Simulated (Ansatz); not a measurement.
Run this with the Ansatz DFT code, driven from Python and show what comes out.

`relaxed_scan_clh2isi.py`
```python
"""One bond of ClH2ISi held at set lengths while the rest relaxes."""

import ansatz
from ase import Atoms
import numpy as np


def main() -> None:
    atoms = Atoms(["Cl", "Si", "I", "H", "H"], positions=[
        (-1.6621, 0.4181, -0.9122),
        (-0.0268, 0.0696, 0.1651),
        (1.4909, -1.2621, -1.185),
        (-0.3533, -0.6635, 1.3806),
        (0.6012, 1.3642, 0.5101),
    ])
    clh2isi = ansatz.Crystal.molecule_from_ase(atoms)

    job = (
        clh2isi.calculation()
        .basis(gaussian="def2-SVP")
        .functional("b3lyp")
    )
    symbols = [site.symbol for site in clh2isi.cartesian_sites]
    pairs = [(0, 1), (1, 2), (1, 3), (1, 4)]
    print("held (A)   E (eV)        ", "  ".join(f"{symbols[i]}{i}-{symbols[j]}{j}" for i, j in pairs))
    for length in [1.83, 1.99, 2.15, 2.39, 2.69]:
        rep = job.relax(constraints=[ansatz.DistanceConstraint((0, 1), at=length)], force_tolerance=0.02, max_steps=60).run().report
        xyz = np.array(rep["positions_ang"])
        print(f"{length:6.2f} {rep['free_energy_ev']:14.5f}  ", "  ".join(f"{np.linalg.norm(xyz[i] - xyz[j]):.3f}" for i, j in pairs))


if __name__ == "__main__":
    main()
```

```console
$ python relaxed_scan_clh2isi.py
held (A)   E (eV)         Cl0-Si1  Si1-I2  Si1-H3  Si1-H4
DeckWarning: relax.constraints: the input's atoms, or those drawn, lie off the distances that are held; a relaxation that starts there is brought onto them ahead of its first SCF, by positions alone, an atom by 7.95e-2 Å at the most. With the symmetry detection on, the symmetry is detected on the input's atoms as so brought (as typed, where only the drawn atoms reach the distances), and notices that speak of the structure as typed mean those atoms
  1.83   -28532.13457   1.830  2.488  1.486  1.487
  1.99   -28532.81954   1.990  2.470  1.483  1.484
  2.15   -28532.83538   2.150  2.456  1.482  1.482
  2.39   -28532.31933   2.390  2.438  1.480  1.480
  2.69   -28531.43521   2.690  2.422  1.479  1.479
```
(Warnings from the package without file and line, repeats left out.)

What to keep in mind:
- Total energies depend on the basis set; only differences at equal settings carry meaning.
- The energies are electronic: no zero-point or thermal terms, and the basis set is short of its limit.
- def2 sets replace the cores of elements past krypton by effective core potentials.
- b3lyp holds the VWN-RPA fit, as in Gaussian; the form of ORCA and Turbomole is b3lyp5.
- Timing: 82 s on 1 thread of Arm Neoverse V1 (shared host), peak memory 0.23 GiB.
